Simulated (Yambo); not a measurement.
# Sb (P2_1/m) in Yambo: further runs

The runs below take Sb through optical spectrum, with PBEsol.

Everything below comes from runs of Yambo 5.3.0. Logs are shortened: lines on timing, memory, paths and dates and some standing lists are left out, and cuts for length are marked.

### Step 1. The structure

Symmetry: P2_1/m, No. 11, monoclinic system. Conventional cell: a = 3.122 Å, b = 4.348 Å, c = 4.406 Å, α = 90.00°, β = 90.51°, γ = 90.00°. Sb (site symmetry m) has 6 Sb at 3.04 to 3.15 Å as nearest neighbours.

This isn't the form of Sb at room conditions, which is rhombohedral.

### Step 2. Optical spectrum, PBEsol

Contents of optics0.in:

```
optics
chi
Chimod= "IP"
% BndsRnXd
 1 | 40 |
%
% LongDrXd
 1 | 0 | 0 |
%
% QpntsRXd
 1 | 1 |
%
% EnRngeXd
 0 | 20 | eV
%
% DmRngeXd
 0.1 | 0.1 | eV
%
ETStpsXd= 200
```

Contents of scf.in:

```
&CONTROL
  calculation = 'scf'
  prefix = 'pwscf'
  outdir = './tmp'
  pseudo_dir = './pseudo'
/
&SYSTEM
  ibrav = 0
  nat = 2
  ntyp = 1
  ecutwfc = 80
  nbnd = 22
  occupations = 'smearing'
  smearing = 'fd'
  degauss = 0.00367493
  force_symmorphic = .true.
/
&ELECTRONS
  conv_thr = 4d-10
  electron_maxstep = 120
  mixing_beta = 0.5
/
ATOMIC_SPECIES
Sb   121.7600 Sb.upf
CELL_PARAMETERS angstrom
   3.1224020000    0.0000000000    0.0000000000
   0.0000000000    4.3475180000    0.0000000000
  -0.0389150000    0.0000000000    4.4058520000
ATOMIC_POSITIONS crystal
Sb     0.0113890000    0.2500000000    0.2411660000
Sb     0.9886110000    0.7500000000    0.7588340000
K_POINTS automatic
10 6 6 0 0 0
```

Contents of nscf.in:

```
&CONTROL
  calculation = 'nscf'
  prefix = 'pwscf'
  outdir = './tmp'
  pseudo_dir = './pseudo'
/
&SYSTEM
  ibrav = 0
  nat = 2
  ntyp = 1
  ecutwfc = 80
  nbnd = 45
  occupations = 'smearing'
  smearing = 'fd'
  degauss = 0.00367493
  force_symmorphic = .true.
/
&ELECTRONS
  conv_thr = 1d-08
  diago_full_acc = .true.
  diago_thr_init = 1d-06
/
ATOMIC_SPECIES
Sb   121.7600 Sb.upf
CELL_PARAMETERS angstrom
   3.1224020000    0.0000000000    0.0000000000
   0.0000000000    4.3475180000    0.0000000000
  -0.0389150000    0.0000000000    4.4058520000
ATOMIC_POSITIONS crystal
Sb     0.0113890000    0.2500000000    0.2411660000
Sb     0.9886110000    0.7500000000    0.7588340000
K_POINTS automatic
6 6 6 0 0 0
```

Potentials or basis: PseudoDojo 0.4.1 SR PBEsol standard.

On the command line:

```console
$ OMP_NUM_THREADS=1 pw.x -in scf.in > scf.out
$ OMP_NUM_THREADS=1 pw.x -in nscf.in > nscf.out
$ cd tmp/pwscf.save; p2y; mv SAVE ../..; cd ../..
$ OMP_NUM_THREADS=1 yambo
$ OMP_NUM_THREADS=1 yambo -F optics0.in -J optics0 -C optics0_out
```

Yambo's report:

```text
[... sections 02.01 to 02.04 as in the set-up run ...]

[... 5 lines left out ...]
  [X] Bosonic    Temperature                        :  0.258606E-1   300.100    [eV K]
  [X] Finite Temperature mode                       : yes
  [X] El. density                                   :  0.50160E+24 [cm-3]
  [X] Fermi Level                                   :  10.40029 [eV]

  [X] === Gaps and Widths ===
  [X] Conduction Band Min                           :  10.40029 [eV]
  [X] Valence Band Max                              :  10.40029 [eV]
  [X] Filled Bands                                  :  14
  [X] Metallic Bands                                :  15  16
  [X] Empty Bands                                   :   17   45

  [X] === Metallic Characters ===
  [X] N of el / N of met el                         :  30.00000   2.00001
  [X] Average metallic occ.                         :  0.250001

  [WARNING] [X] Metallic system

 [03] Transferred momenta grid and indexing
 ==========================================

 IBZ Q-points                                      :  112
 BZ  Q-points                                      :  216

 K/Q-points units:
 rlu = crystal or reduced units; cc = cartesian coordinates; iku = interal k-units

 Q [  1]        [rlu]:  0.000000  0.000000  0.000000
 Q [  2]        [rlu]:  0.19603E-18   0.0000      0.16667
 Q [  3]        [rlu]:  0.39207E-18   0.0000      0.33333
 Q [  4]        [rlu]: -0.58810E-18   0.0000     -0.50000
 Q [  5]        [rlu]:  0.000000  0.166667  0.000000
 Q [  6]        [rlu]:  0.19603E-18  0.16667      0.16667
[... 42 lines left out ...]
 Q [ 49]        [rlu]:  0.333333  0.166667  0.333333
 Q [ 50]        [rlu]:  0.333333  0.166667 -0.500000

 Remaining 62 points informations can be written running with -fatlog

 [04] Dipoles
 ============

  [04.01] Setup: observables and procedures
  =========================================

  [WF-Oscillators/G space/Transverse up loader] Normalization (few states)  min/max  :  0.36415E-17   1.0000

  [WR./optics0//ndb.dipoles]------------------------------------------------------
   Brillouin Zone Q/K grids (IBZ/BZ)                :  112  216  112  216
   RL vectors                                       :   6177 [WF]
   Fragmentation                                    : yes
   Electronic Temperature                           :  300.1000 [K]
   Bosonic    Temperature                           :  300.1000 [K]
   DIP band range                                   :    1   40
   DIP band range limits                            :  16  15
   DIP e/h energy range                             : -1.000000 -1.000000 [eV]
   RL vectors in the sum                            :   6177
   [r,Vnl] included                                 : yes
   Bands ordered                                    : yes
   Direct v evaluation                              : no
   Approach used                                    : G-space v
   Dipoles computed                                 : R V P [G-space]
   Wavefunctions                                    : Perdew, Burke & Ernzerhof SOL(X)+Perdew, Burke & Ernzerhof SOL(C)

  [WARNING] [r,Vnl^pseudo] included in position and velocity dipoles.

  [WARNING] In case H contains other non local terms, these are neglected

 [05] Optics
 ===========

 [X-CG] R(p) Tot o/o(of R):   21586   83432     100

 [WARNING] The system is a metal but Drude term not included.
```

Run time: 5.1 min. Hardware: 1 thread of Arm Neoverse V2, shared host; peak memory 0.31 GiB.

What came out:

```
Band gap on the k mesh, mean-field level : none (metal or under the smearing width)
```

Dielectric function (along the field direction of the input):
```csv
energy (eV),real part,imaginary part
0.30,99.96,135.35
1.31,-18.72,5.50
2.31,-1.74,3.39
3.32,0.17,0.41
4.42,3.96,0.90
5.43,4.93,7.31
6.43,-0.16,3.69
7.54,1.06,3.67
8.54,-2.49,2.92
9.55,-0.67,0.19
10.65,0.40,0.14
11.66,1.03,1.75
12.66,-0.50,0.66
13.77,0.17,0.09
14.77,0.50,0.12
15.78,0.42,0.08
16.88,0.69,0.21
17.89,0.53,0.11
18.89,0.69,0.02
20.00,0.79,0.03
```

Caveat: the intraband (Drude) term of the metal is left out; the ground state has no gap, which makes the many-body step unreliable; spectra need much finer meshes, so this one isn't converged; independent-particle spectra lack excitons. The run has no spin-orbit coupling, so splittings on Sb are missing.

### Step 3. Optical spectrum, PBEsol

Contents of optics1.in:

```
optics
chi
Chimod= "HARTREE"
% BndsRnXd
 1 | 40 |
%
NGsBlkXd= 3 Ry
% LongDrXd
 1 | 0 | 0 |
%
% QpntsRXd
 1 | 1 |
%
% EnRngeXd
 0 | 20 | eV
%
% DmRngeXd
 0.1 | 0.1 | eV
%
ETStpsXd= 200
```

scf.in is that of step 2.

nscf.in is that of step 2.

Potentials or basis: PseudoDojo 0.4.1 SR PBEsol standard.

On the command line:

```console
$ OMP_NUM_THREADS=1 pw.x -in scf.in > scf.out
$ OMP_NUM_THREADS=1 pw.x -in nscf.in > nscf.out
$ cd tmp/pwscf.save; p2y; mv SAVE ../..; cd ../..
$ OMP_NUM_THREADS=1 yambo
$ OMP_NUM_THREADS=1 yambo -F optics1.in -J optics1 -C optics1_out
```

Yambo's report:

```text
[... sections 02.01 to 02.04 as in the set-up run ...]

[... 5 lines left out ...]
  [X] Bosonic    Temperature                        :  0.258606E-1   300.100    [eV K]
  [X] Finite Temperature mode                       : yes
  [X] El. density                                   :  0.50160E+24 [cm-3]
  [X] Fermi Level                                   :  10.40029 [eV]

  [X] === Gaps and Widths ===
  [X] Conduction Band Min                           :  10.40029 [eV]
  [X] Valence Band Max                              :  10.40029 [eV]
  [X] Filled Bands                                  :  14
  [X] Metallic Bands                                :  15  16
  [X] Empty Bands                                   :   17   45

  [X] === Metallic Characters ===
  [X] N of el / N of met el                         :  30.00000   2.00001
  [X] Average metallic occ.                         :  0.250001

  [WARNING] [X] Metallic system

 [03] Transferred momenta grid and indexing
 ==========================================

 IBZ Q-points                                      :  112
 BZ  Q-points                                      :  216

 K/Q-points units:
 rlu = crystal or reduced units; cc = cartesian coordinates; iku = interal k-units

 Q [  1]        [rlu]:  0.000000  0.000000  0.000000
 Q [  2]        [rlu]:  0.19603E-18   0.0000      0.16667
 Q [  3]        [rlu]:  0.39207E-18   0.0000      0.33333
 Q [  4]        [rlu]: -0.58810E-18   0.0000     -0.50000
 Q [  5]        [rlu]:  0.000000  0.166667  0.000000
 Q [  6]        [rlu]:  0.19603E-18  0.16667      0.16667
[... 42 lines left out ...]
 Q [ 49]        [rlu]:  0.333333  0.166667  0.333333
 Q [ 50]        [rlu]:  0.333333  0.166667 -0.500000

 Remaining 62 points informations can be written running with -fatlog

 [04] Dipoles
 ============

  [04.01] Setup: observables and procedures
  =========================================

  [WF-Oscillators/G space/Transverse up loader] Normalization (few states)  min/max  :  0.36415E-17   1.0000

  [WR./optics1//ndb.dipoles]------------------------------------------------------
   Brillouin Zone Q/K grids (IBZ/BZ)                :  112  216  112  216
   RL vectors                                       :   6177 [WF]
   Fragmentation                                    : yes
   Electronic Temperature                           :  300.1000 [K]
   Bosonic    Temperature                           :  300.1000 [K]
   DIP band range                                   :    1   40
   DIP band range limits                            :  16  15
   DIP e/h energy range                             : -1.000000 -1.000000 [eV]
   RL vectors in the sum                            :   6177
   [r,Vnl] included                                 : yes
   Bands ordered                                    : yes
   Direct v evaluation                              : no
   Approach used                                    : G-space v
   Dipoles computed                                 : R V P [G-space]
   Wavefunctions                                    : Perdew, Burke & Ernzerhof SOL(X)+Perdew, Burke & Ernzerhof SOL(C)

  [WARNING] [r,Vnl^pseudo] included in position and velocity dipoles.

  [WARNING] In case H contains other non local terms, these are neglected

 [05] Optics
 ===========

 [X-CG] R(p) Tot o/o(of R):   21586   83432     100

 [WARNING] The system is a metal but Drude term not included.
```

It took 5.3 min on 1 thread of Arm Neoverse V2, shared host; peak memory 1.1 GiB.

What came out:

```
Band gap on the k mesh, mean-field level : none (metal or under the smearing width)
```

Dielectric function (along the field direction of the input):
| energy (eV) | real part | imaginary part |
| --- | --- | --- |
| 0.30 | 99.69 | 134.18 |
| 0.80 | -18.35 | 128.04 |
| 1.31 | -19.18 | 5.54 |
| 1.81 | -5.02 | 2.93 |
| 2.31 | -1.99 | 3.38 |
| 2.81 | -2.89 | 1.41 |
| 3.32 | -0.50 | 0.42 |
| 3.82 | 0.99 | 0.28 |
| 4.32 | 2.49 | 0.52 |
| 4.82 | 3.17 | 1.25 |
| 5.33 | 4.27 | 4.95 |
| 5.83 | -2.74 | 5.38 |
| 6.33 | 0.06 | 2.86 |
| 6.83 | -0.39 | 0.96 |
| 7.34 | 1.52 | 2.02 |
| 7.84 | 2.45 | 4.10 |
| 8.34 | -0.87 | 3.38 |
| 8.84 | -2.71 | 0.93 |
| 9.35 | -1.05 | 0.28 |
| 9.85 | -0.37 | 0.20 |
| 10.35 | -0.04 | 0.14 |
| 10.85 | 0.41 | 0.14 |
| 11.36 | 0.27 | 0.44 |
| 11.86 | 0.74 | 0.28 |
| 12.36 | 1.21 | 0.80 |
| 12.86 | -0.49 | 2.52 |
| 13.37 | -0.22 | 0.17 |
| 13.87 | 0.17 | 0.12 |
| 14.37 | 0.36 | 0.07 |
| 14.87 | 0.50 | 0.07 |
| 15.38 | 0.64 | 0.10 |
| 15.88 | 0.47 | 0.22 |
| 16.38 | 0.63 | 0.08 |
| 16.88 | 0.75 | 0.11 |
| 17.39 | 0.87 | 0.22 |
| 17.89 | 0.61 | 0.48 |
| 18.39 | 0.51 | 0.07 |
| 18.89 | 0.65 | 0.04 |
| 19.40 | 0.72 | 0.03 |
| 20.00 | 0.78 | 0.03 |

Caveat: the intraband (Drude) term of the metal is left out; the ground state has no gap, which makes the many-body step unreliable; spectra need much finer meshes, so this one isn't converged; these spectra lack excitons. The run has no spin-orbit coupling, so splittings on Sb are missing.
